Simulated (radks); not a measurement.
**The first electron to leave Hg⁶⁺**

Hg⁶⁺ stands in [Xe] 4f14 5d(3/2: 4, 5/2: 2). From which sub-shell is an electron easiest to take? Each removal is a run of its own. The parent's configuration is the lowest that an earlier search found at this level.

Program: radks (a radial shooting solver on a logarithmic mesh, Libxc functionals) version 1. Level of theory: Dirac Kohn-Sham, relativistic LDA (MacDonald-Vosko exchange, VWN5 correlation), spin-unpolarised, spherical densities, finite nucleus. These are calculated values, not measurements, unless marked.

2 further runs of the same task are left out: 2 set aside as unsound or not needed.

**1. The system**

- element: mercury (Z = 80)
- charge: +6
- electrons: 74
- configuration: [Xe] 4f14 5d(3/2: 4, 5/2: 2)
- nuclear rms radius: 5.4648 fm

A shell typed twice in an input gives the lower j, then the higher j.

**2. The parent, Hg⁶⁺**

From an earlier run at this level the parent has E = -19596.460656 hartree and these outer levels (eV):

```tsv
level	occupation	energy (eV)
4d5/2	6	-427.12
5s1/2	2	-202.97
4f5/2	6	-186.08
4f7/2	8	-181.86
5p1/2	2	-164.67
5p3/2	4	-145.37
5d3/2	4	-90.807
5d5/2	2	-88.267
```

**3. Remove 5d5/2: [Xe] 4f14 5d(3/2: 4, 5/2: 1)**

Settings of this run:

```text
Z 80
configuration [Xe] 4f14 5d4 5d1
relativity Dirac
functional lda_x_rel,vwn5
spin unpolarised
j_filling energy
nucleus finite rms 5.4648 fm
c 137.035999084
```

**4. Remove 5d3/2: [Xe] 4f14 5d(3/2: 3, 5/2: 2)**

Settings, as their differences from step 3:

```diff
@@ -1,3 +1,3 @@
 Z 80
-configuration [Xe] 4f14 5d4 5d1
+configuration [Xe] 4f14 5d3 5d2
 relativity Dirac
```

**5. Remove 5p3/2: [Kr] 4d10 4f14 5s2 5p(1/2: 2, 3/2: 3) 5d(3/2: 4, 5/2: 2)**

Settings, as their differences from step 4:

```diff
@@ -1,3 +1,3 @@
 Z 80
-configuration [Xe] 4f14 5d3 5d2
+configuration [Kr] 4d10 4f14 5s2 5p2 5p3 5d4 5d2
 relativity Dirac
```

**6. Remove 5p1/2: [Kr] 4d10 4f14 5s2 5p(1/2: 1, 3/2: 4) 5d(3/2: 4, 5/2: 2)**

Settings, as their differences from step 5:

```diff
@@ -1,3 +1,3 @@
 Z 80
-configuration [Kr] 4d10 4f14 5s2 5p2 5p3 5d4 5d2
+configuration [Kr] 4d10 4f14 5s2 5p1 5p4 5d4 5d2
 relativity Dirac
```

Before running it: what results should come out? Wanted: for each run, case; final configuration; Δ-SCF; −ε of the level emptied.

The runs gave:

```tsv
case	final configuration	Δ-SCF (eV)	−ε of the level emptied (eV)
remove 5d5/2	[Xe] 4f14 5d(3/2: 4, 5/2: 1)	96.722	88.267
remove 5d3/2	[Xe] 4f14 5d(3/2: 3, 5/2: 2)	99.426	90.807
remove 5p3/2	[Kr] 4d10 4f14 5s2 5p(1/2: 2, 3/2: 3) 5d(3/2: 4, 5/2: 2)	155.24	145.37
remove 5p1/2	[Kr] 4d10 4f14 5s2 5p(1/2: 1, 3/2: 4) 5d(3/2: 4, 5/2: 2)	175.14	164.67
```

In words: Removal from 5d5/2 costs least (96.722 eV), ahead of 5d3/2 (99.426 eV). 5d5/2 is also the highest occupied level of the parent. NIST lists 93 eV (measured), between the same two configurations. Spin polarisation and multiplet splitting are left out, so open shells lie too high by an amount that depends on their filling.
